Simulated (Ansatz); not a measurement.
**Br2ClH2HfN: small, medium and large basis sets**

How large a basis does Br2ClH2HfN need? Two functionals are run in growing sets.

Computed with Ansatz 0.2.0, Gaussian basis. Level: one geometry, several basis sets.

Levels to be run: PBE0-D4/def2-SVP; ωB97M-V/def2-SVP; PBE0-D4/def2-QZVPP; ωB97M-V/def2-QZVPP; the functionals' def2-TZVPP values are taken from earlier runs.

**1. The relaxed structure**

An earlier PBE0-D4 in a triple-zeta def2 set relaxation fixed the geometry. Hf takes the def2 core potential; no spin-orbit term is included.

7 atoms, charge 0, spin multiplicity 1.

Atoms are counted from 1 here; the program's logs count them from 0.

Bond lengths: N1–Hf2 1.991 Å, N1–H6 1.012 Å, N1–H7 1.011 Å, Hf2–Cl3 2.330 Å, Hf2–Br4 2.496 Å, Hf2–Br5 2.497 Å. Angles: Hf2–N1–H6 125.7°, Hf2–N1–H7 125.0°, H6–N1–H7 109.3°, N1–Hf2–Cl3 106.0°, N1–Hf2–Br4 108.1°, N1–Hf2–Br5 108.5°, Cl3–Hf2–Br4 113.0°, Cl3–Hf2–Br5 112.1°, Br4–Hf2–Br5 108.9°.

Geometry (Å):

```
N    -0.55452    0.69561    0.92984
Hf    0.33053   -0.39801   -0.47906
Cl    2.10720   -1.48190    0.56873
Br   -1.36124   -1.97789   -1.41277
Br    1.10055    1.12835   -2.29922
H    -1.39632    1.24369    0.81065
H    -0.22619    0.79016    1.88183
```

**2. PBE0-D4 in def2-SVP**

File in.yaml:

```yaml
crystal:
  periodic: [false, false, false]
  atoms:
    - {symbol: N, position_ang: [-0.554524, 0.695615, 0.929836]}
    - {symbol: Hf, position_ang: [0.330531, -0.398009, -0.479060]}
    - {symbol: Cl, position_ang: [2.107199, -1.481899, 0.568730]}
    - {symbol: Br, position_ang: [-1.361240, -1.977892, -1.412768]}
    - {symbol: Br, position_ang: [1.100547, 1.128349, -2.299218]}
    - {symbol: H, position_ang: [-1.396316, 1.243686, 0.810648]}
    - {symbol: H, position_ang: [-0.226187, 0.790159, 1.881830]}
basis:
  gaussian: {orbitals: def2-SVP}
hamiltonian: {xc: pbe0, dispersion: d4}
output: {orbitals: {seedname: orbitals}}
```

Run with:

```
> ansatz run in.yaml --threads 4 --pin off --events-out ev --progress --plain --max-ram 10444MiB
```

The log of the run:

```text
Functional definition: PBE0
  name "PBE0"
  cite "Adamo & Barone, J. Chem. Phys. 110, 6158 (1999) doi:10.1063/1.478522"
  cite "Perdew, Burke & Ernzerhof, Phys. Rev. Lett. 77, 3865 (1996) doi:10.1103/PhysRevLett.77.3865"
  parent pbe
  parameter a = 0.25
  parameter kappa = 0.804
  parameter beta = 0.06672455060314922
  exchange = (1 - a)*pbe_x(kappa = kappa, mu = beta*pi^2/3) + a*exact_x
  correlation = pbe_c(beta = beta)
1335 factors; integrals over basis functions are off by at most 1.3e-3 eV
mean field evaluation 1: about -155401.2590 eV, gradient 5.6e1 eV
mean field evaluation 2: about -155372.6310 eV, gradient 1.2e2 eV
mean field evaluation 4: about -155407.6666 eV, gradient 7.7e0 eV
mean field evaluation 8: about -155407.9189 eV, gradient 5.9e-1 eV
mean field evaluation 16: about -155407.9198 eV, gradient 1.5e-4 eV
mean field -155407.91978239 eV, -5711.1357127315 hartree, gradient 4.2e-5 eV, S^2 0.000000; 0 other end points of the search recorded, 0 dependent functions left out
reference -155407.91983642 eV, -5711.1357147171 hartree; 54, 54 occupied and 84, 84 virtual orbitals, 1335 factors
Total energy: -155408.12176060 eV, -5711.1431352938 hartree
```

Wall time 2.3 s (4 threads of Arm Neoverse V2, shared host).

**3. ωB97M-V in def2-SVP**

in.yaml: that of step 2 with these lines changed.

```diff
@@ -12,3 +12,3 @@
   gaussian: {orbitals: def2-SVP}
-hamiltonian: {xc: pbe0, dispersion: d4}
+hamiltonian: {xc: {name: wB97M-V}}
 output: {orbitals: {seedname: orbitals}}
```

The command is unchanged.

The log of the run, shortened:

```text
Functional definition: wB97M-V
  name "wB97M-V"
  cite "Mardirossian & Head-Gordon, J. Chem. Phys. 144, 214110 (2016) doi:10.1063/1.4952647"
  cite "Becke, J. Chem. Phys. 107, 8554 (1997) doi:10.1063/1.475007"
  cite "Vydrov & Van Voorhis, J. Chem. Phys. 133, 244103 (2010) doi:10.1063/1.3521275"
  # Of w^i u^j: cxij and so on, Table III.
[...]
  gx(w, u) = 1 - cx + cx01*u + cx10*w
  gss(w, u) = css00 + css04*u^4 + css10*w + css20*w^2 + css43*w^4*u^3
  gos(w, u) = cos00 + cos10*w + (cos20 + cos21*u)*w^2 + (cos60 + cos61*u)*w^6
[...]
      + integral(e_c_pw_mod_opposite_spin*gos(b97_w_opposite, b97_u_opposite)) + vv10(b, c)
1335 factors; integrals over basis functions are off by at most 1.3e-3 eV
288 factors; integrals over basis functions are off by at most 1.4e-5 eV
[...]
mean field -155419.28077725 eV, -5711.5532215916 hartree, gradient 2.7e-5 eV, S^2 0.000000; 0 other end points of the search recorded, 0 dependent functions left out
reference -155419.28086375 eV, -5711.5532247705 hartree; 54, 54 occupied and 84, 84 virtual orbitals, 1335 factors
Total energy: -155419.28086375 eV, -5711.5532247705 hartree
```

Run time: 10 s. Hardware: 4 threads of Arm Neoverse V2, shared host; peak memory 0.59 GiB.

**4. PBE0-D4 in def2-QZVPP**

in.yaml: that of step 3 with these lines changed.

```diff
@@ -11,4 +11,4 @@
 basis:
-  gaussian: {orbitals: def2-SVP}
-hamiltonian: {xc: {name: wB97M-V}}
+  gaussian: {orbitals: "def2-QZVPP.json"}
+hamiltonian: {xc: pbe0, dispersion: d4}
 output: {orbitals: {seedname: orbitals}}
```

The command is unchanged.

The log of the run:

```text
Functional definition: PBE0
  name "PBE0"
  cite "Adamo & Barone, J. Chem. Phys. 110, 6158 (1999) doi:10.1063/1.478522"
  cite "Perdew, Burke & Ernzerhof, Phys. Rev. Lett. 77, 3865 (1996) doi:10.1103/PhysRevLett.77.3865"
  parent pbe
  parameter a = 0.25
  parameter kappa = 0.804
  parameter beta = 0.06672455060314922
  exchange = (1 - a)*pbe_x(kappa = kappa, mu = beta*pi^2/3) + a*exact_x
  correlation = pbe_c(beta = beta)
2240 factors; their error is unknown
mean field evaluation 1: about -155425.9634 eV, gradient 6.7e1 eV
mean field evaluation 2: about -155393.2816 eV, gradient 1.3e2 eV
mean field evaluation 4: about -155434.0267 eV, gradient 1.2e1 eV
mean field evaluation 8: about -155434.3575 eV, gradient 1.7e-1 eV
mean field evaluation 16: about -155434.7408 eV, gradient 1.8e-4 eV
mean field -155434.74076001 eV, -5712.1213654790 hartree, gradient 5.2e-5 eV, S^2 0.000000; 0 other end points of the search recorded, 0 dependent functions left out
reference -155434.74079397 eV, -5712.1213667270 hartree; 54, 54 occupied and 392, 392 virtual orbitals, 2240 factors
Total energy: -155434.94271814 eV, -5712.1287873036 hartree
```

Run time: 14 s. Hardware: 4 threads of Arm Neoverse V2, shared host; peak memory 2.5 GiB.

**5. ωB97M-V in def2-QZVPP**

in.yaml: that of step 4 with these lines changed.

```diff
@@ -12,3 +12,3 @@
   gaussian: {orbitals: "def2-QZVPP.json"}
-hamiltonian: {xc: pbe0, dispersion: d4}
+hamiltonian: {xc: {name: wB97M-V}}
 output: {orbitals: {seedname: orbitals}}
```

The command is unchanged.

The log of the run, shortened:

```text
Functional definition: wB97M-V
  name "wB97M-V"
  cite "Mardirossian & Head-Gordon, J. Chem. Phys. 144, 214110 (2016) doi:10.1063/1.4952647"
  cite "Becke, J. Chem. Phys. 107, 8554 (1997) doi:10.1063/1.475007"
  cite "Vydrov & Van Voorhis, J. Chem. Phys. 133, 244103 (2010) doi:10.1063/1.3521275"
  # Of w^i u^j: cxij and so on, Table III.
[...]
  gx(w, u) = 1 - cx + cx01*u + cx10*w
  gss(w, u) = css00 + css04*u^4 + css10*w + css20*w^2 + css43*w^4*u^3
  gos(w, u) = cos00 + cos10*w + (cos20 + cos21*u)*w^2 + (cos60 + cos61*u)*w^6
[...]
      + integral(e_c_pw_mod_opposite_spin*gos(b97_w_opposite, b97_u_opposite)) + vv10(b, c)
2109 factors; their error is unknown
338 factors; integrals over basis functions are off by at most 2.5e-5 eV
[...]
mean field -155445.91615835 eV, -5712.5320537929 hartree, gradient 3.7e-5 eV, S^2 0.000000; 0 other end points of the search recorded, 0 dependent functions left out
reference -155445.91621277 eV, -5712.5320557931 hartree; 54, 54 occupied and 392, 392 virtual orbitals, 2109 factors
Total energy: -155445.91621277 eV, -5712.5320557931 hartree
```

Wall time 30 s (4 threads of Arm Neoverse V2, shared host); peak memory 2.8 GiB.

**6. Functionals by basis**

The def2-TZVPP values come from earlier runs at the same geometry.

| functional | basis | functions | energy (eV) | from the largest (eV) | HOMO (eV) | LUMO (eV) |
| --- | --- | --- | --- | --- | --- | --- |
| PBE0-D4 | def2-SVP | 138 | -155408.1218 | 26.821 | -8.16 | -1.81 |
| PBE0-D4 | def2-TZVPP | 253 | -155431.6162 | 3.327 | -8.18 | -1.79 |
| PBE0-D4 | def2-QZVPP | 446 | -155434.9427 | 0.000 | -8.20 | -1.81 |
| ωB97M-V | def2-SVP | 138 | -155419.2809 | 26.635 | -10.35 | 0.30 |
| ωB97M-V | def2-TZVPP | 253 | -155442.7202 | 3.196 | -10.40 | 0.29 |
| ωB97M-V | def2-QZVPP | 446 | -155445.9162 | 0.000 | -10.42 | 0.24 |

**7. Outcome**

| quantity | value |
| --- | --- |
| PBE0-D4: double and triple zeta above quadruple | 26.82, 3.33 eV |
| ωB97M-V: double and triple zeta above quadruple | 26.64, 3.20 eV |

**Reading.** For PBE0-D4 the step from double to triple zeta gains 23.49 eV and the next only 3.33 eV. Total energies overstate the basis error of differences, where much of it tends to cancel.

For PBE0-D4 the largest set took about 6 times as long as the smallest (14 s against 2.3 s).
